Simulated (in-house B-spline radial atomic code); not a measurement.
# Bi⁸⁰⁺: a scan of exact exchange under G0W0

Aim: vary the share of exact exchange in a PBE-based start for Bi⁸⁰⁺ and follow the mean-field level, the G0W0 level and the RPA energy.

The numbers are computed with an in-house B-spline radial atomic code, version 1 (RPA, second order, AC-SOSEX and G0W0 (contour deformation) on a scalar-relativistic mean field, all electrons; no spin-orbit coupling, Breit or QED terms, no two-electron picture change), except any that are marked as measured or tabulated.

## Step 1: The system

```
element                  : bismuth (Z = 83)
charge                   : +80
electrons                : 3
configuration            : [He] 2s1
next ion, run as well    : 1s2
Hamiltonian              : scalar-relativistic (spin-free one-electron X2C), finite nucleus
shares of exact exchange : 0.00, 0.10, 0.20, 0.30, 0.40, 0.50, 0.60, 0.70, 0.80, 0.90, 1.00
```

Outer shells as boxes (Hund's rule):

Bi80+
```
[He] core
2s [↑ ]
```

## Step 2: 0 % exact exchange

Input settings:

```ini
Z = 83
electrons = 3.0
configuration = [He] 2s1
hamiltonian = x2c
method = pbeh
lmax = 9
exact_exchange_fraction = 0.0
rms_radius = 5.5211
spin_polarised = True
box_radius = 1.48
intervals = 58
```

On the command line:

```
$ python run_gw.py task.json out
```

One command runs all members of the session, one after another, from task.json.

Further steps of the session: 10 % exact exchange; 20 % exact exchange; 30 % exact exchange; 40 % exact exchange; 50 % exact exchange; 60 % exact exchange; 70 % exact exchange; 80 % exact exchange; 90 % exact exchange; 100 % exact exchange.

What does the calculation give? Wanted: highest level, mean field; highest level, G0W0; RPA correlation energy; RPA+SOSEX.

As calculated:

| quantity | value |
| --- | --- |
| highest level, mean field (range over the runs) | -25697.42 to -25551.78 eV |
| highest level, G0W0 (range over the runs) | -25701.18 to -25700.79 eV |
| RPA correlation energy | -0.2719 to -0.2607 hartree |
| RPA+SOSEX | -0.0971 to -0.0963 hartree |
| tabulated theoretical ionisation energy (2s shell) | 25657 eV (NIST Atomic Spectra Database, ionization energies) |
| G0W0 removal energy less that value | +43.9 to +44.3 eV |

In words: The starts spread the highest level over 146 eV; after G0W0 0.39 eV remain, 0.27 % of that. Without exact exchange the level is bound too weakly, and G0W0 lowers it by 149 eV. Between 0 and 100 % exact exchange the correction keeps its sign; it is smallest at 100 % (-3.4 eV). RPA gives the most correlation at 0 % exact exchange and the least at 100 % exact exchange (4.1 % apart); over the runs it loosely follows the gap of the start, as smaller excitation energies give more correlation. All runs miss the tabulated theoretical ionisation energy, 25657 eV, by about +44.1 eV (+0.17 %), far more than they differ among themselves. QED terms are left out, and with more than one electron Breit and picture-change terms too; in so highly charged an ion they add to the miss. As differences of total energies the mean miss over the starts is 45 eV for mean field, 43 eV for RPA, 40 eV for RPA+SOSEX.
